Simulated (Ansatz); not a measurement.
# C2H6FGa: a ladder of functionals and wavefunction methods

The task here is to estimate one member of a computed series from the others.

The runs use Ansatz 0.2.0, Gaussian basis; functionals in def2-TZVPP, the program's frozen cores in correlated methods.

Levels to be run: PBE-D4, r2SCAN-D4, PBE0-D4, B3LYP-D4, ωB97X-V, ωB97M-V, B2PLYP; CCSD(T)/def2-TZVPP; MP2/def2-QZVPP; extrapolation to the limit.

### Structure used throughout

All runs share one geometry, relaxed beforehand with PBE0-D4 in a triple-zeta def2 set.

10 atoms, charge 0, spin multiplicity 1.

Atoms are counted from 1 here; the program's logs count them from 0.

Bond lengths: C1–Ga2 1.961 Å, C1–H5 1.093 Å, C1–H6 1.093 Å, C1–H7 1.090 Å, Ga2–C3 1.994 Å, Ga2–H8 1.577 Å, C3–F4 1.395 Å, C3–H9 1.097 Å, C3–H10 1.097 Å. Angles: Ga2–C1–H5 110.3°, Ga2–C1–H6 110.2°, Ga2–C1–H7 111.5°, H5–C1–H6 106.9°, H5–C1–H7 109.0°, H6–C1–H7 108.9°, C1–Ga2–C3 120.4°, C1–Ga2–H8 122.4°, C3–Ga2–H8 117.1°, Ga2–C3–F4 111.8°, Ga2–C3–H9 111.3°, Ga2–C3–H10 111.3°, F4–C3–H9 107.8°, F4–C3–H10 107.8°, H9–C3–H10 106.5°.

Coordinates:

```
C    -1.11134    0.55027   -1.19876
Ga   -0.51748   -0.36507    0.43103
C     1.40741   -0.35680    0.94977
F     2.18757    0.35076    0.03475
H    -1.60556   -0.15625   -1.87111
H    -1.84620    1.32146   -0.95215
H    -0.27583    1.01342   -1.72387
H    -1.51507   -1.13105    1.38197
H     1.80718   -1.37609    1.01437
H     1.55232    0.09814    1.93710
```

Set-up of the first run:

Input file in.yaml:

```yaml
crystal:
  periodic: [false, false, false]
  atoms:
    - {symbol: C, position_ang: [-1.111339, 0.550273, -1.198756]}
    - {symbol: Ga, position_ang: [-0.517482, -0.365066, 0.431026]}
    - {symbol: C, position_ang: [1.407407, -0.356802, 0.949768]}
    - {symbol: F, position_ang: [2.187569, 0.350758, 0.034753]}
    - {symbol: H, position_ang: [-1.605557, -0.156252, -1.871106]}
    - {symbol: H, position_ang: [-1.846198, 1.321457, -0.952152]}
    - {symbol: H, position_ang: [-0.275831, 1.013419, -1.723874]}
    - {symbol: H, position_ang: [-1.515065, -1.131047, 1.381971]}
    - {symbol: H, position_ang: [1.807177, -1.376085, 1.014367]}
    - {symbol: H, position_ang: [1.552318, 0.098145, 1.937103]}
basis:
  gaussian: {orbitals: def2-TZVPP}
hamiltonian: {xc: pbe, dispersion: d4}
output: {forces: true, orbitals: {seedname: orbitals}}
```

Started as:

```bash
> ansatz run in.yaml --threads 4 --pin off --events-out ev --progress --plain --max-ram 10444MiB
```

Steps of the session up to this table: PBE-D4 (GGA); r2SCAN-D4 (meta-GGA); PBE0-D4 (hybrid); B3LYP-D4 (hybrid); ωB97X-V (range-separated); ωB97M-V (range-separated); B2PLYP (double hybrid); CCSD(T) in def2-TZVPP; MP2 in def2-QZVPP.

One of the session's tables, all rows but one given; the rest of the session is left out.

```
            method  atomisation energy (kcal/mol)
            PBE-D4                          815.4
         r2SCAN-D4                          806.7
           PBE0-D4                          803.8
          B3LYP-D4                          801.1
           ωB97X-V                              ?
           ωB97M-V                          804.3
            B2PLYP                          795.2
     HF/def2-TZVPP                          592.9
    MP2/def2-TZVPP                          798.4
   CCSD/def2-TZVPP                          779.7
CCSD(T)/def2-TZVPP                          789.7
           MP2/CBS                          814.9
       CCSD(T)/CBS                          806.3
```

**Question.** Estimate the row for ωB97X-V.

**Answer.** atomisation energy (kcal/mol): 806.6. In the column «atomisation energy (kcal/mol)» it lies between CCSD(T)/CBS (806.3) and r2SCAN-D4 (806.7).
